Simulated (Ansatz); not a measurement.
**C₂H₆GeSi: a ladder of functionals and wavefunction methods**

How much do the methods differ for C₂H₆GeSi? The plan is to run it at one geometry with functionals of several rungs and with coupled cluster, and see how far each lands from CCSD(T) at the basis-set limit for the atomisation energy.

The runs use Ansatz 0.2.0, Gaussian basis; functionals in def2-TZVPP, the program's frozen cores in correlated methods.

Plan: PBE-D4, r2SCAN-D4, PBE0-D4, B3LYP-D4, ωB97X-V, ωB97M-V, B2PLYP; CCSD(T)/def2-TZVPP; MP2/def2-QZVPP; extrapolation to the limit.

**1. The geometry**

All runs share one geometry, relaxed beforehand with PBE0-D4/def2-TZVP.

10 atoms, charge 0, spin multiplicity 1.

Atoms are counted from 1 here; the program's logs count them from 0.

Bond lengths: C1–C2 1.345 Å, C1–Si4 1.877 Å, C1–H5 1.089 Å, C2–Ge3 1.968 Å, C2–H6 1.089 Å, Ge3–Si4 2.380 Å, Ge3–H7 1.540 Å, Ge3–H8 1.540 Å, Si4–H9 1.489 Å, Si4–H10 1.489 Å. Angles: C2–C1–Si4 105.9°, C2–C1–H5 123.0°, Si4–C1–H5 131.1°, C1–C2–Ge3 105.3°, C1–C2–H6 123.8°, Ge3–C2–H6 131.0°, C2–Ge3–Si4 72.5°, C2–Ge3–H7 114.8°, C2–Ge3–H8 114.8°, Si4–Ge3–H7 121.0°, Si4–Ge3–H8 120.9°, H7–Ge3–H8 108.5°, C1–Si4–Ge3 76.3°, C1–Si4–H9 115.5°, C1–Si4–H10 115.4°, Ge3–Si4–H9 119.6°, Ge3–Si4–H10 119.6°, H9–Si4–H10 107.7°.

**2. PBE-D4 (GGA)**

Input file in.yaml:

```yaml
crystal:
  periodic: [false, false, false]
  atoms:
    - {symbol: C, position_ang: [-0.848440, 0.854486, -0.471194]}
    - {symbol: C, position_ang: [-1.172930, -0.440662, -0.306367]}
    - {symbol: Ge, position_ang: [0.445849, -1.291368, 0.421505]}
    - {symbol: Si, position_ang: [0.933511, 1.015158, 0.095784]}
    - {symbol: H, position_ang: [-1.544598, 1.594587, -0.863067]}
    - {symbol: H, position_ang: [-2.150289, -0.855237, -0.548894]}
    - {symbol: H, position_ang: [1.072836, -2.368735, -0.482442]}
    - {symbol: H, position_ang: [0.288241, -1.874515, 1.837865]}
    - {symbol: H, position_ang: [1.152903, 1.895398, 1.277063]}
    - {symbol: H, position_ang: [1.905916, 1.419788, -0.957354]}
basis:
  gaussian: {orbitals: def2-TZVPP}
hamiltonian: {xc: pbe, dispersion: d4}
output: {forces: true, orbitals: {seedname: orbitals}}
```

Command:

```bash
> ansatz run in.yaml --threads 4 --pin off --events-out ev --progress --plain --max-ram 10444MiB
```

After this run come: r2SCAN-D4 (meta-GGA); PBE0-D4 (hybrid); B3LYP-D4 (hybrid); ωB97X-V (range-separated); ωB97M-V (range-separated); B2PLYP (double hybrid); CCSD(T) in def2-TZVPP; MP2 in def2-QZVPP.

Q: Predict the results of all the runs planned. Wanted: atomisation energy, CCSD(T)/CBS; farthest; mean size of error, hybrid; mean size of error, range-separated; gap, smallest and largest; T1 diagnostic; triples share of the correlation energy.

As calculated:

```
                               quantity                                                   value
        atomisation energy, CCSD(T)/CBS                                           3447.6 kJ/mol
 functionals within 34.5 kJ/mol (1.0 %)  PBE-D4, r2SCAN-D4, PBE0-D4, B3LYP-D4, ωB97X-V, ωB97M-V
                               farthest                                   B2PLYP (-53.9 kJ/mol)
             mean size of error, hybrid                                             12.9 kJ/mol
    mean size of error, range-separated                                             11.9 kJ/mol
              gap, smallest and largest                    4.89 eV (PBE-D4), 11.46 eV (ωB97X-V)
                          T1 diagnostic                                                  0.0124
triples share of the correlation energy                                                   4.3 %
```

**Reading.** PBE-D4 misses by +30.5 kJ/mol, or 3.1 kJ/mol for each of 10 bonds. Double hybrids carry the basis error of their MP2 part in triple zeta, and no dispersion term here, so their miss is partly the set-up's. Misses under about 34.5 kJ/mol are within the doubt on the reference itself, which lacks core-valence correlation, relativity and higher excitations, and its outer-core shells are covered unevenly. Hartree-Fock recovers 74 % of the binding; the rest is correlation. Orbital gaps span 4.9 to 11.5 eV; exact exchange widens them. Correlated methods include outer-core shells of Ge, which these sets cover unevenly.
